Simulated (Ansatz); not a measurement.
**One shape, several levels: doublet CH2FNSSi+**

We compute a comparison of 6 runs (U-r2SCAN/cc-pVDZ, U-revPBE/cc-pVDZ, UB3LYP/cc-pVDZ, UBHLYP/cc-pVDZ, UCAM-B3LYP/cc-pVDZ, UPBE0/cc-pVDZ) of doublet CH2FNSSi+. 

The calculation is run with Ansatz 0.2.0.

111 further runs of the same task are left out: 111 set aside as unsound or not needed. Runs told in other sessions of the task aren't counted.

## 1. The structure to begin with

The species is CH2FNSSi+ (7 atoms), meant as a doublet with charge +1. SMILES of the parent species: `FC1=N[SiH2]S1`. Geometry: relaxed at PBE0-D4/def2-TZVP. That shape belongs to the parent species and isn't relaxed for this state.

Bond lengths: F1–C2 1.316 Å, C2–N3 1.264 Å, N3–Si4 1.755 Å, C2–S5 1.779 Å, Si4–S5 2.172 Å, Si4–H6 1.478 Å, Si4–H7 1.478 Å. Some angles: F1–C2–N3 124.1°, F1–C2–S5 117.1°, N3–C2–S5 118.7°, C2–N3–Si4 91.5°, N3–Si4–S5 83.4°, C2–S5–Si4 66.4°, N3–Si4–H6 115.0°, N3–Si4–H7 115.0°, S5–Si4–H6 114.2°, S5–Si4–H7 114.2°.

## 2. The energy at U-r2SCAN/cc-pVDZ (run 1)

run.yaml

```yaml
basis:
  gaussian:
    orbitals: cc-pVDZ
crystal:
  periodic: [false, false, false]
  atoms:
    - {symbol: F, position_ang: [1.147800, -1.939300, 1.137100]}
    - {symbol: C, position_ang: [0.551100, -0.929900, 0.538600]}
    - {symbol: "N", position_ang: [-0.672300, -0.915900, 0.221400]}
    - {symbol: Si, position_ang: [-0.525200, 0.696600, -0.454900]}
    - {symbol: S, position_ang: [1.547900, 0.494500, 0.161700]}
    - {symbol: H, position_ang: [-1.272100, 1.746800, 0.268200]}
    - {symbol: H, position_ang: [-0.716300, 0.779100, -1.917900]}
total_charge: 1
magnetization:
  spin_polarized: true
  initial_magnetization: 1
hamiltonian:
  xc: r2scan
accuracy: high
output:
  orbitals: {seedname: orbitals}
```

The run is started by

```bash
$ ansatz run run.yaml --threads 1 --pin off --max-ram 2610MiB --events-out events.jsonl --progress --plain --runs-dir runs
```

Output:

```text
Warning: RAYON_NUM_THREADS=1 ignored (pool sized by the plan → 1); use --threads N
Functional definition: r2SCAN
  name "r2SCAN"
  parameter k0 = 0.174
  parameter k1 = 0.065
  parameter a1 = 4.9479
  exchange = r2scan_x(k0 = k0, k1 = k1, a1 = a1)
  correlation = r2scan_c
2030 factors; integrals over basis functions are off by at most 4.0e-9 eV
mean field evaluation 1: about -23961.1931 eV, gradient 5.6e1 eV
mean field evaluation 2: about -23821.6242 eV, gradient 1.4e2 eV
mean field evaluation 4: about -23971.0560 eV, gradient 2.8e1 eV
mean field evaluation 8: about -23975.7883 eV, gradient 6.9e-1 eV
mean field evaluation 16: about -23975.7843 eV, gradient 2.3e-3 eV
mean field evaluation 32: about -23975.7843 eV, gradient 1.8e-6 eV
mean field -23975.78430993 eV, -881.0938220196 hartree, gradient 5.5e-8 eV, S^2 0.770976; 4 other end points of the search recorded, 0 dependent functions left out
reference -23975.78431158 eV, -881.0938220801 hartree; 27, 26 occupied and 61, 62 virtual orbitals, 2030 factors
Total energy: -23975.78431158 eV, -881.0938220801 hartree
```

Run time: 59 s. Hardware: 1 thread of Arm Neoverse V2, shared host; peak memory 0.45 GiB.

## 3. The energy at U-revPBE/cc-pVDZ (run 2)

run.yaml

```yaml
crystal:
  periodic: [false, false, false]
  atoms:
    - symbol: F
      position_ang: [1.147800, -1.939300, 1.137100]
    - symbol: C
      position_ang: [0.551100, -0.929900, 0.538600]
    - symbol: N
      position_ang: [-0.672300, -0.915900, 0.221400]
    - symbol: Si
      position_ang: [-0.525200, 0.696600, -0.454900]
    - symbol: S
      position_ang: [1.547900, 0.494500, 0.161700]
    - symbol: H
      position_ang: [-1.272100, 1.746800, 0.268200]
    - symbol: H
      position_ang: [-0.716300, 0.779100, -1.917900]
basis:
  gaussian:
    orbitals: cc-pVDZ
magnetization:
  spin_polarized: true
  initial_magnetization: 1
output: {orbitals: {seedname: orbitals}}
total_charge: 1
hamiltonian:
  xc: {name: revPBE}
accuracy: high
```

The run is started by

```bash
$ ansatz run run.yaml --threads 1 --pin off --max-ram 2610MiB --events-out events.jsonl --progress --plain --runs-dir runs
```

Output:

```text
Warning: RAYON_NUM_THREADS=1 ignored (pool sized by the plan → 1); use --threads N
Functional definition: revPBE
  name "revPBE"
  parameter kappa = 1.245
  parameter beta = 0.06672455060314922
  exchange = pbe_x(kappa = kappa, mu = beta*pi^2/3)
  correlation = pbe_c(beta = beta)
2030 factors; integrals over basis functions are off by at most 4.0e-9 eV
mean field evaluation 1: about -23957.6634 eV, gradient 6.1e1 eV
mean field evaluation 2: about -23782.5898 eV, gradient 1.6e2 eV
mean field evaluation 4: about -23972.7375 eV, gradient 2.0e1 eV
mean field evaluation 8: about -23974.6960 eV, gradient 6.2e-1 eV
mean field evaluation 16: about -23974.6895 eV, gradient 5.0e-3 eV
mean field evaluation 32: about -23974.6895 eV, gradient 1.2e-6 eV
mean field -23974.68945688 eV, -881.0535869122 hartree, gradient 3.7e-8 eV, S^2 0.758438; 4 other end points of the search recorded, 0 dependent functions left out
reference -23974.68946038 eV, -881.0535870408 hartree; 27, 26 occupied and 61, 62 virtual orbitals, 2030 factors
Total energy: -23974.68946038 eV, -881.0535870408 hartree
```

Run time: 20 s. Hardware: 1 thread of Arm Neoverse V2, shared host; peak memory 0.29 GiB.

Run 3 isn't shown in full; the table further down has it.

## 4. A single-point energy at UBHLYP/cc-pVDZ (run 4)

run.yaml

```yaml
crystal:
  periodic: [false, false, false]
  atoms:
    - {symbol: F, position_ang: [1.147800, -1.939300, 1.137100]}
    - {symbol: C, position_ang: [0.551100, -0.929900, 0.538600]}
    - {symbol: N, position_ang: [-0.672300, -0.915900, 0.221400]}
    - {symbol: Si, position_ang: [-0.525200, 0.696600, -0.454900]}
    - {symbol: S, position_ang: [1.547900, 0.494500, 0.161700]}
    - {symbol: H, position_ang: [-1.272100, 1.746800, 0.268200]}
    - {symbol: H, position_ang: [-0.716300, 0.779100, -1.917900]}
basis:
  gaussian: {orbitals: cc-pVDZ}
total_charge: 1
magnetization: {spin_polarized: true, initial_magnetization: 1}
hamiltonian: {xc: {name: BHLYP}}
accuracy: high
output: {orbitals: {seedname: orbitals}}
```

The run is started by

```bash
$ ansatz run run.yaml --threads 1 --pin off --max-ram 2610MiB --events-out events.jsonl --progress --plain --runs-dir runs
```

Output:

```text
Warning: RAYON_NUM_THREADS=1 ignored (pool sized by the plan → 1); use --threads N
Functional definition: BHLYP
  name "BHLYP"
  parameter a = 0.5
  exchange = (1 - a)*b88_x + a*exact_x
  correlation = lyp_c
2030 factors; integrals over basis functions are off by at most 4.0e-9 eV
mean field evaluation 1: about -23967.4560 eV, gradient 4.6e1 eV
mean field evaluation 2: about -23945.7874 eV, gradient 7.7e1 eV
mean field evaluation 4: about -23976.6689 eV, gradient 5.9e0 eV
mean field evaluation 8: about -23976.9937 eV, gradient 7.1e-1 eV
mean field evaluation 16: about -23977.0143 eV, gradient 3.6e-3 eV
mean field evaluation 32: about -23977.0143 eV, gradient 7.2e-7 eV
mean field -23977.01431297 eV, -881.1390237977 hartree, gradient 3.8e-8 eV, S^2 0.792788; 2 other end points of the search recorded, 0 dependent functions left out
reference -23977.01433721 eV, -881.1390246885 hartree; 27, 26 occupied and 61, 62 virtual orbitals, 2030 factors
Total energy: -23977.01433721 eV, -881.1390246885 hartree
```

Run time: 26 s. Hardware: 1 thread of Arm Neoverse V2, shared host; peak memory 0.46 GiB.

Run 5 isn't shown in full; the table further down has it.

## 5. The energy at UPBE0/cc-pVDZ (run 6)

job.yaml

```yaml
basis:
  gaussian:
    orbitals: cc-pVDZ
crystal:
  periodic: [false, false, false]
  atoms:
    - {symbol: F, position_ang: [1.147800, -1.939300, 1.137100]}
    - {symbol: C, position_ang: [0.551100, -0.929900, 0.538600]}
    - {symbol: "N", position_ang: [-0.672300, -0.915900, 0.221400]}
    - {symbol: Si, position_ang: [-0.525200, 0.696600, -0.454900]}
    - {symbol: S, position_ang: [1.547900, 0.494500, 0.161700]}
    - {symbol: H, position_ang: [-1.272100, 1.746800, 0.268200]}
    - {symbol: H, position_ang: [-0.716300, 0.779100, -1.917900]}
total_charge: 1
magnetization:
  spin_polarized: true
  initial_magnetization: 1
hamiltonian:
  xc: pbe0
accuracy: high
output:
  orbitals: {seedname: orbitals}
```

The run is started by

```bash
$ ansatz run job.yaml --threads 1 --pin off --max-ram 2610MiB --events-out events.jsonl --progress --plain --runs-dir runs
```

Output:

```text
Warning: RAYON_NUM_THREADS=1 ignored (pool sized by the plan → 1); use --threads N
Functional definition: PBE0
  name "PBE0"
  parameter a = 0.25
  parameter kappa = 0.804
[... 1 set-up line as earlier in the session ...]
  exchange = (1 - a)*pbe_x(kappa = kappa, mu = beta*pi^2/3) + a*exact_x
[... 1 set-up line as earlier in the session ...]
2030 factors; integrals over basis functions are off by at most 4.0e-9 eV
mean field evaluation 1: about -23955.1381 eV, gradient 5.1e1 eV
mean field evaluation 2: about -23882.4788 eV, gradient 1.1e2 eV
mean field evaluation 4: about -23966.0829 eV, gradient 1.4e1 eV
mean field evaluation 8: about -23967.1184 eV, gradient 1.3e0 eV
mean field evaluation 16: about -23967.1442 eV, gradient 5.5e-3 eV
mean field evaluation 32: about -23967.1442 eV, gradient 2.3e-6 eV
mean field -23967.14421237 eV, -880.7763042908 hartree, gradient 4.8e-8 eV, S^2 0.772064; 2 other end points of the search recorded, 0 dependent functions left out
reference -23967.14421447 eV, -880.7763043681 hartree; 27, 26 occupied and 61, 62 virtual orbitals, 2030 factors
Total energy: -23967.14421447 eV, -880.7763043681 hartree
```

Run time: 27 s. Hardware: 1 thread of Arm Neoverse V2, shared host; peak memory 0.46 GiB.

## 6. Overview of the runs

```
run               level  energy (Eh)  HOMO energy (eV)  LUMO energy (eV)   ⟨S²⟩  wall time
  1    U-r2SCAN/cc-pVDZ  -881.093822            -13.72            -12.96  0.771       59 s
  2    U-revPBE/cc-pVDZ  -881.053587            -13.29            -13.02  0.758       20 s
  3      UB3LYP/cc-pVDZ  -881.264427            -14.55            -12.40  0.767       29 s
  4      UBHLYP/cc-pVDZ  -881.139025            -16.20            -11.03  0.793       26 s
  5  UCAM-B3LYP/cc-pVDZ  -881.173680            -16.16            -11.00  0.775       35 s
  6       UPBE0/cc-pVDZ  -880.776304            -14.84            -12.17  0.772       27 s
```

## 7. Outcome

| quantity | value |
| --- | --- |
| run 6: total energy | -880.77630 Eh |
| run 6: HOMO energy (highest over α and β) | -14.84 eV |
| run 6: LUMO energy (lowest over α and β) | -12.17 eV |
| run 6: ⟨S²⟩ | 0.772 |

In words: Totals of different functionals can't be ranked against each other. All runs together took 3.3 min, the longest 59 s.
